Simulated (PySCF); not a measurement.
**TiS2: a ladder of methods**

Aim: at the PBE0 minimum of singlet TiS2, found before, compare methods on energies and levels.

The runs use PySCF 2.14.0; several methods, basis Ti def2-TZVP, S def2-TZVP, no relativity, density fitting.

### Step 1. The starting structure

3 atoms, charge 0, spin multiplicity 1.

Bond lengths: Ti1–S2 2.065 Å, Ti1–S3 2.065 Å. Angles: S2–Ti1–S3 113.5°.

```xyz
3
charge 0 multiplicity 1
Ti   -0.0843   -0.6419    0.0000
S     0.0632    0.4813    1.7268
S     0.0632    0.4813   -1.7268
```

### Step 2. PBE0

One driver script runs all steps and calls PySCF; scf.py shows the equivalent input of each level. Each SCF starts from the density of the minimum. The driver also runs the species with one electron less or more at the same geometry (cation multiplicity 2, anion multiplicity 2); their logs are not shown.

The input, scf.py:

```python
from pyscf import gto, scf, dft
mol = gto.M(atom='''
Ti    -0.084266    -0.641900     0.000000
S      0.063186     0.481323     1.726794
S      0.063186     0.481323    -1.726794''',
    basis={'Ti': 'def2-TZVP', 'S': 'def2-TZVP'},
    charge=0, spin=0)
mf = dft.RKS(mol, xc='PBE0')
mf.grids.atom_grid = (99, 590)
aux = {'Ti': 'def2-universal-JKFIT', 'S': 'def2-universal-JKFIT'}
mf = mf.density_fit(auxbasis=aux)
mf.kernel()
```

### Step 3. HF

scf.py, as its differences from that of step 2:

```diff
@@ -8,2 +8 @@
-mf = dft.RKS(mol, xc='PBE0')
-mf.grids.atom_grid = (99, 590)
+mf = scf.RHF(mol)
```

### Step 4. MP2

scf.py, as its differences from that of step 3:

```diff
@@ -11,0 +12,2 @@
+from pyscf.mp import dfmp2
+dfmp2.DFMP2(mf, frozen=15).kernel()  # the driver gives MP2 a fitting basis of its own (RI)
```

### Step 5. PBE

scf.py, as its differences from that of step 4:

```diff
@@ -8 +8,2 @@
-mf = scf.RHF(mol)
+mf = dft.RKS(mol, xc='PBE')
+mf.grids.atom_grid = (99, 590)
@@ -12,2 +12,0 @@
-from pyscf.mp import dfmp2
-dfmp2.DFMP2(mf, frozen=15).kernel()  # the driver gives MP2 a fitting basis of its own (RI)
```

(Steps that only read results are left out.)

Q: Predict the outcome of this session. Wanted: atomisation energy, range; vertical ionisation energy, range; vertical electron affinity, range; gap, range.

As calculated:

| quantity | value |
| --- | --- |
| atomisation energy, range | 226 (HF) to 1043 (PBE) kJ/mol |
| vertical ionisation energy, range | 6.85 (HF) to 11.14 (MP2) eV |
| vertical electron affinity, range | 0.55 (MP2) to 2.50 (HF) eV |
| gap, range | 1.42 (PBE) to 8.33 (HF) eV |

**Reading.** The atomisation energy spreads over 817 kJ/mol, from HF to PBE; without a CCSD(T) value for it there is no yardstick here. Spin contamination is strong in at least one of the open-shell species at HF, MP2. Without diffuse functions electron affinities tend to come out too low.
